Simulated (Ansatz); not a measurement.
# H₈NO₂Si₂Y: basis-set convergence

An exercise on one series of results from a longer session: the logs are not shown, and one member is left open.

The runs use Ansatz 0.2.0, Gaussian basis; one geometry, several basis sets.

Levels to be run: PBE0-D4/def2-SVP; ωB97M-V/def2-SVP; PBE0-D4/def2-QZVPP; ωB97M-V/def2-QZVPP; the functionals' def2-TZVPP values are taken from earlier runs.

## Structure used throughout

An earlier PBE0-D4 in a triple-zeta def2 set relaxation fixed the geometry. Y takes the def2 core potential; no spin-orbit term is included.

SMILES `[NH2][Y]([O][SiH3])[O][SiH3]`, 14 atoms, charge 0, spin multiplicity 1.

Atoms are counted from 1 here; the program's logs count them from 0.

Bond lengths: N1–Y2 2.135 Å, N1–H7 1.013 Å, N1–H8 1.013 Å, Y2–O3 2.059 Å, Y2–O5 2.059 Å, O3–Si4 1.623 Å, Si4–H9 1.491 Å, Si4–H10 1.491 Å, Si4–H11 1.491 Å, O5–Si6 1.623 Å, Si6–H12 1.491 Å, Si6–H13 1.491 Å, Si6–H14 1.491 Å. Angles: Y2–N1–H7 126.9°, Y2–N1–H8 126.9°, H7–N1–H8 106.2°, N1–Y2–O3 117.8°, N1–Y2–O5 117.8°, O3–Y2–O5 124.3°, Y2–O3–Si4 177.8°, O3–Si4–H9 110.9°, O3–Si4–H10 111.0°, O3–Si4–H11 111.1°, H9–Si4–H10 107.9°, H9–Si4–H11 107.9°, H10–Si4–H11 107.8°, Y2–O5–Si6 177.9°, O5–Si6–H12 110.9°, O5–Si6–H13 111.0°, O5–Si6–H14 111.2°, H12–Si6–H13 108.0° and more.

Set-up of the first run:

Contents of in.yaml:

```yaml
crystal:
  periodic: [false, false, false]
  atoms:
    - {symbol: N, position_ang: [-1.332144, -0.505675, 2.474714]}
    - {symbol: Y, position_ang: [-0.350590, -0.130219, 0.616001]}
    - {symbol: O, position_ang: [0.489392, -1.732211, -0.368413]}
    - {symbol: Si, position_ang: [1.177132, -2.955371, -1.184521]}
    - {symbol: O, position_ang: [-0.282057, 1.813893, -0.060022]}
    - {symbol: Si, position_ang: [-0.194188, 3.328116, -0.638569]}
    - {symbol: H, position_ang: [-1.781729, 0.176545, 3.073812]}
    - {symbol: H, position_ang: [-1.439154, -1.401462, 2.935919]}
    - {symbol: H, position_ang: [0.457545, -3.212742, -2.465023]}
    - {symbol: H, position_ang: [2.599494, -2.647929, -1.510500]}
    - {symbol: H, position_ang: [1.154131, -4.214382, -0.385787]}
    - {symbol: H, position_ang: [-1.434420, 3.683566, -1.386450]}
    - {symbol: H, position_ang: [-0.024771, 4.314230, 0.467079]}
    - {symbol: H, position_ang: [0.961370, 3.483641, -1.568260]}
basis:
  gaussian: {orbitals: def2-SVP}
hamiltonian: {xc: pbe0, dispersion: d4}
output: {orbitals: {seedname: orbitals}}
```

Launch:

```console
$ ansatz run in.yaml --threads 2 --pin off --events-out ev --progress --plain --max-ram 22528MiB --backend cpu
```

Among the steps run: PBE0-D4 in def2-SVP; ωB97M-V in def2-SVP; PBE0-D4 in def2-QZVPP; ωB97M-V in def2-QZVPP.

One table of the session follows, with a row left open; its other results are not shown here.

It belongs to the step «Density functionals: the series». 

```
functional       basis  HOMO (eV)  LUMO (eV)
   PBE0-D4    def2-SVP      -6.92      -1.76
   PBE0-D4  def2-TZVPP      -7.08      -1.83
   PBE0-D4  def2-QZVPP      -7.10      -1.83
   ωB97M-V    def2-SVP      -9.26      -0.44
   ωB97M-V  def2-TZVPP      -9.44      -0.58
   ωB97M-V  def2-QZVPP          ?          ?
```

Estimate the missing values for ωB97M-V, def2-QZVPP.

As computed: HOMO (eV): -9.47; LUMO (eV): -0.63. In the column «HOMO (eV)» it is the lowest.
